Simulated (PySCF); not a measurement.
# C5H5BS: the cost of one run

Computed with PySCF 2.14.0, with density-fitted response routines of our own, on a single molecule in the gas phase. Atoms count from 0, in the outputs and in this text.

### 1 The starting structure

12 atoms, charge 0, multiplicity 1; geometry from: GFN2-xTB. The atoms were then displaced at random by about 0.01 Å, so the start is not that level's minimum.

Bonds of the start (Å): C0–C1 1.19, C1–B2 1.51, B2–C3 1.46, C3–C4 1.24, B2–S5 1.79, S5–C6 1.83, C0–H7 1.07, C4–H8 1.04, C6–H9 1.10, C6–H10 1.07, C6–H11 1.08.

### 2 Relaxing the molecule at PBE0-D3(BJ)/def2-SVP

The job: settings as JSON, then the geometry in Å.

```
{"job": {"xc": "PBE0", "basis": "def2-SVP", "d3": "d3bj", "grid": 1, "shake": 0.01, "kind": "geom"}, "charge": 0, "multiplicity": 1}
C     -0.595820     1.885050     1.178100
C     -0.606130     0.866420     0.563190
B     -0.555170    -0.435340    -0.197920
C     -1.759590    -1.201740    -0.502790
C     -2.805810    -1.819090    -0.755620
S      1.026110    -1.099980    -0.724710
C      2.244370     0.147600    -0.163840
H     -0.633690     2.823270     1.699810
H     -3.685090    -2.340050    -0.941590
H      2.028740     0.420790     0.875760
H      3.211070    -0.299980    -0.242090
H      2.170710     1.024770    -0.797320
```

The run is started by

```sh
$ OMP_NUM_THREADS=1 python probes_run.py task.json out
```

One launch serves the whole session: the jobs run in the order shown.

**Question.** How long does this first job take on 1 thread of Arm Neoverse V2, shared host, and how much memory does it need?

About 41 s, with a peak of 0.52 GiB.
